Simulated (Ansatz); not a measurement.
# C3H9In (trimethylindium (TMIn)): levels of theory compared

Wanted: a comparison of 4 runs (HF/3-21G, revPBE/def2-SVP, MP2/def2-SVP, CCSD(T)/def2-SVP) of C3H9In (trimethylindium (TMIn)). 

The calculation is run with Ansatz 0.2.0.

35 further runs of the same task are left out: 2 that didn't finish, 33 set aside as unsound or not needed.

## (1) The molecule

The species is C3H9In (13 atoms), meant as a singlet with charge 0. SMILES: `[CH3][In]([CH3])[CH3]`. The C1–H5 distance was set to 1.964 Å, away from the relaxed value. At this shape a bond of the SMILES string is far longer than usual.

Bond lengths: C1–In2 2.164 Å, In2–C3 2.164 Å, In2–C4 2.164 Å, C1–H6 1.094 Å, C1–H7 1.091 Å, C3–H8 1.091 Å, C3–H9 1.091 Å, C3–H10 1.094 Å, C4–H11 1.091 Å, C4–H12 1.094 Å, C4–H13 1.091 Å. Some angles: C1–In2–C3 120.0°, C1–In2–C4 120.1°, C3–In2–C4 119.9°, In2–C1–H6 109.3°, In2–C1–H7 111.3°, In2–C3–H8 111.3°, In2–C3–H9 111.4°, In2–C3–H10 109.2°, In2–C4–H11 111.4°, In2–C4–H12 109.3°.

## (2) The energy at HF/3-21G (run 1)

File in.yaml:

```yaml
crystal:
  periodic: [false, false, false]
  atoms:
    - symbol: C
      position_ang: [-1.174672, 1.337826, -0.942080]
    - symbol: In
      position_ang: [-0.660572, -0.563374, -0.046180]
    - symbol: C
      position_ang: [0.806828, -0.648674, 1.541720]
    - symbol: C
      position_ang: [-1.625072, -2.378274, -0.722480]
    - symbol: H
      position_ang: [0.329400, 2.598000, -0.853700]
    - symbol: H
      position_ang: [-2.013372, 1.779326, -0.396280]
    - symbol: H
      position_ang: [-1.479972, 1.216926, -1.982580]
    - symbol: H
      position_ang: [0.607928, -1.478274, 2.221920]
    - symbol: H
      position_ang: [0.832228, 0.282426, 2.110020]
    - symbol: H
      position_ang: [1.798728, -0.802774, 1.107320]
    - symbol: H
      position_ang: [-1.923172, -2.303974, -1.769380]
    - symbol: H
      position_ang: [-2.527172, -2.550874, -0.128580]
    - symbol: H
      position_ang: [-0.972472, -3.243774, -0.596380]
basis:
  gaussian:
    orbitals: 3-21G-spherical.json
hamiltonian:
  xc: hf
output: {orbitals: {seedname: orbitals}}
accuracy: high
```

The basis set 3-21G is read from a file made from the Basis Set Exchange's data (not shown).

Launch:

```console
$ ansatz run in.yaml --threads 1 --pin off --max-ram 3480MiB --events-out events.jsonl --progress --plain --runs-dir runs
```

Log:

```text
Warning: RAYON_NUM_THREADS=1 ignored (pool sized by the plan → 1); use --threads N
Functional definition: HF
  name "HF"
  exchange = exact_x
  correlation = 0
1757 factors; integrals over basis functions are off by at most 1.8e-8 eV
mean field evaluation 1: about -158715.1444 eV, gradient 3.0e1 eV
mean field evaluation 2: about -158715.3869 eV, gradient 3.0e1 eV
mean field evaluation 4: about -158717.9834 eV, gradient 2.5e0 eV
mean field evaluation 8: about -158718.0155 eV, gradient 2.3e-1 eV
mean field evaluation 16: about -158718.0161 eV, gradient 2.8e-8 eV
mean field -158718.01605847 eV, -5832.7795072136 hartree, gradient 2.8e-8 eV, S^2 0.000000; 0 other end points of the search recorded, 0 dependent functions left out
reference -158718.01605847 eV, -5832.7795072136 hartree; 38, 38 occupied and 38, 38 virtual orbitals, 1757 factors
Total energy: -158718.01605847 eV, -5832.7795072136 hartree
```

Wall time 3.3 s (1 thread of Arm Neoverse V1, shared host); peak memory 0.23 GiB.

## (3) A single-point energy at revPBE/def2-SVP (core potential) (run 2)

File job.yaml:

```yaml
basis:
  gaussian: {orbitals: def2-SVP}
crystal:
  periodic: [false, false, false]
  atoms:
    - {symbol: C, position_ang: [-1.174672, 1.337826, -0.942080]}
    - {symbol: In, position_ang: [-0.660572, -0.563374, -0.046180]}
    - {symbol: C, position_ang: [0.806828, -0.648674, 1.541720]}
    - {symbol: C, position_ang: [-1.625072, -2.378274, -0.722480]}
    - {symbol: H, position_ang: [0.329400, 2.598000, -0.853700]}
    - {symbol: H, position_ang: [-2.013372, 1.779326, -0.396280]}
    - {symbol: H, position_ang: [-1.479972, 1.216926, -1.982580]}
    - {symbol: H, position_ang: [0.607928, -1.478274, 2.221920]}
    - {symbol: H, position_ang: [0.832228, 0.282426, 2.110020]}
    - {symbol: H, position_ang: [1.798728, -0.802774, 1.107320]}
    - {symbol: H, position_ang: [-1.923172, -2.303974, -1.769380]}
    - {symbol: H, position_ang: [-2.527172, -2.550874, -0.128580]}
    - {symbol: H, position_ang: [-0.972472, -3.243774, -0.596380]}
hamiltonian: {xc: {name: revPBE}}
accuracy: high
output: {orbitals: {seedname: orbitals}}
```

Launch:

```console
$ ansatz run job.yaml --threads 1 --pin off --max-ram 3480MiB --events-out events.jsonl --progress --plain --runs-dir runs
```

Log:

```text
Warning: RAYON_NUM_THREADS=1 ignored (pool sized by the plan → 1); use --threads N
Functional definition: revPBE
  name "revPBE"
  parameter kappa = 1.245
  parameter beta = 0.06672455060314922
  exchange = pbe_x(kappa = kappa, mu = beta*pi^2/3)
  correlation = pbe_c(beta = beta)
2865 factors; integrals over basis functions are off by at most 7.4e-9 eV
mean field evaluation 1: about -8401.9523 eV, gradient 9.4e1 eV
mean field evaluation 2: about -8359.6007 eV, gradient 1.3e2 eV
mean field evaluation 4: about -8422.4702 eV, gradient 3.1e1 eV
mean field evaluation 8: about -8425.9548 eV, gradient 4.7e-1 eV
mean field evaluation 16: about -8425.9450 eV, gradient 1.3e-4 eV
mean field -8425.94501050 eV, -309.6477678252 hartree, gradient 4.5e-8 eV, S^2 0.000000; 0 other end points of the search recorded, 0 dependent functions left out
reference -8425.94501661 eV, -309.6477680498 hartree; 24, 24 occupied and 89, 89 virtual orbitals, 2865 factors
Total energy: -8425.94501661 eV, -309.6477680498 hartree
```

Run time: 12 s. Hardware: 1 thread of Arm Neoverse V1, shared host; peak memory 0.38 GiB.

Run 3 isn't shown in full; the table further down has it.

## (4) A single-point energy at CCSD(T)/def2-SVP (core potential) (run 4)

File run.yaml:

```yaml
basis:
  gaussian:
    orbitals: def2-SVP
crystal:
  periodic: [false, false, false]
  atoms:
    - {symbol: C, position_ang: [-1.174672, 1.337826, -0.942080]}
    - {symbol: In, position_ang: [-0.660572, -0.563374, -0.046180]}
    - {symbol: C, position_ang: [0.806828, -0.648674, 1.541720]}
    - {symbol: C, position_ang: [-1.625072, -2.378274, -0.722480]}
    - {symbol: H, position_ang: [0.329400, 2.598000, -0.853700]}
    - {symbol: H, position_ang: [-2.013372, 1.779326, -0.396280]}
    - {symbol: H, position_ang: [-1.479972, 1.216926, -1.982580]}
    - {symbol: H, position_ang: [0.607928, -1.478274, 2.221920]}
    - {symbol: H, position_ang: [0.832228, 0.282426, 2.110020]}
    - {symbol: H, position_ang: [1.798728, -0.802774, 1.107320]}
    - {symbol: H, position_ang: [-1.923172, -2.303974, -1.769380]}
    - {symbol: H, position_ang: [-2.527172, -2.550874, -0.128580]}
    - {symbol: H, position_ang: [-0.972472, -3.243774, -0.596380]}
accuracy: high
scf:
  omitted_lower_state_checks: [cluster_reference, increment]
correlation:
  method: ccsd_t
  frozen_orbitals: {C: 1, H: 0, In: 4}
```

Launch:

```console
$ ansatz run run.yaml --threads 1 --pin off --max-ram 3480MiB --events-out events.jsonl --progress --plain --runs-dir runs
```

Log:

```text
Warning: RAYON_NUM_THREADS=1 ignored (pool sized by the plan → 1); use --threads N
Functional definition: HF
  name "HF"
  exchange = exact_x
  correlation = 0
these checks for a lower state are left out or cut short: cluster_reference, increment
2865 factors; integrals over basis functions are off by at most 7.4e-9 eV
mean field evaluation 1: about -8371.5573 eV, gradient 3.5e1 eV
mean field evaluation 2: about -8371.6466 eV, gradient 3.5e1 eV
mean field evaluation 4: about -8375.4667 eV, gradient 3.2e0 eV
mean field evaluation 8: about -8375.5319 eV, gradient 8.1e-4 eV
mean field -8375.53189041 eV, -307.7951198330 hartree, gradient 2.5e-8 eV, S^2 0.000000; 0 other end points of the search recorded, 0 dependent functions left out; unrestricted orbitals would lower it
7 core orbitals not correlated: weight in the atoms' cores, before any rotation towards them, 1.000 or more for the frozen orbitals, at most 0.000 for the correlated occupied ones
reference -8375.53189041 eV, -307.7951198330 hartree; 17, 17 occupied and 89, 89 virtual orbitals, 2865 factors
second order -14.83408841 eV of doubles, -0.00000000 eV of singles
cycle   1  -15.91000983 eV  change    -1.1e0 eV  update   1.1e-1
cycle   2  -16.50470802 eV  change   -5.9e-1 eV  update   4.5e-2
cycle   3  -16.66702009 eV  change   -1.6e-1 eV  update   2.3e-2
cycle   4  -16.66013687 eV  change    6.9e-3 eV  update   6.5e-3
cycle   5  -16.65811113 eV  change    2.0e-3 eV  update   2.1e-3
cycle   6  -16.65791631 eV  change    1.9e-4 eV  update   7.9e-4
cycle   7  -16.65783219 eV  change    8.4e-5 eV  update   2.7e-4
cycle   8  -16.65788648 eV  change   -5.4e-5 eV  update   1.1e-4
cycle   9  -16.65791458 eV  change   -2.8e-5 eV  update   4.2e-5
cycle  10  -16.65790482 eV  change    9.8e-6 eV  update   1.7e-5
cycle  11  -16.65790938 eV  change   -4.6e-6 eV  update   8.0e-6
cycle  12  -16.65791230 eV  change   -2.9e-6 eV  update   3.1e-6
cycle  13  -16.65791421 eV  change   -1.9e-6 eV  update   1.4e-6
cycle  14  -16.65791597 eV  change   -1.8e-6 eV  update   6.1e-7
cycle  15  -16.65791612 eV  change   -1.5e-7 eV  update   2.5e-7
cycle  16  -16.65791607 eV  change    4.4e-8 eV  update   1.3e-7
cycle  17  -16.65791609 eV  change   -2.1e-8 eV  update   7.8e-8
cycle  18  -16.65791609 eV  change    4.1e-9 eV  update   5.2e-8
cycle  19  -16.65791609 eV  change   -3.6e-9 eV  update   3.7e-8
cycle  20  -16.65791613 eV  change   -4.1e-8 eV  update   1.9e-7
cycle  21  -16.65791617 eV  change   -4.0e-8 eV  update   5.8e-8
cycle  22  -16.65791619 eV  change   -2.1e-8 eV  update   2.2e-8
cycle  23  -16.65791621 eV  change   -1.2e-8 eV  update   9.1e-9
cycle  24  -16.65791621 eV  change   -4.5e-9 eV  update   3.1e-9
cycle  25  -16.65791621 eV  change  -9.7e-10 eV  update   1.2e-9
perturbative correction -0.58594359 eV, -0.0215330299 hartree
Total energy: -8392.77575021 eV, -308.4288199926 hartree
Checks for a lower state left out: cluster_reference, increment
```

Run time: 2.1 min. Hardware: 1 thread of Arm Neoverse V1, shared host; peak memory 1.2 GiB.

## (5) The series

```
run                              level  core potential  frozen core orbitals   energy (Eh)  wall time
  1                           HF/3-21G            none                     –  -5832.779507      3.3 s
  2   revPBE/def2-SVP (core potential)        def2-SVP                     –   -309.647768       12 s
  3      MP2/def2-SVP (core potential)        def2-SVP                     7   -308.340263      8.4 s
  4  CCSD(T)/def2-SVP (core potential)        def2-SVP                     7   -308.428820    2.1 min
```

## (6) Results

| quantity | value |
| --- | --- |
| run 4: total energy | -308.42882 Eh |
| run 4: correlation energy (7 core orbitals frozen) | -633.7 mEh |
| run 4: (T) correction | -21.53 mEh |
| run 4: T1 diagnostic | 0.015 |

**Reading.** Some runs of one species differ in core potentials or relativity; totals across that change don't compare. In runs 3, 4 the log says that unrestricted orbitals would lower the reference, so the values rest on an unstable closed-shell determinant (other closed-shell runs at this shape may share the fault). In run 1 relativity is left out where basis or elements ask for it. All runs together took 2.5 min, the longest 2.1 min.
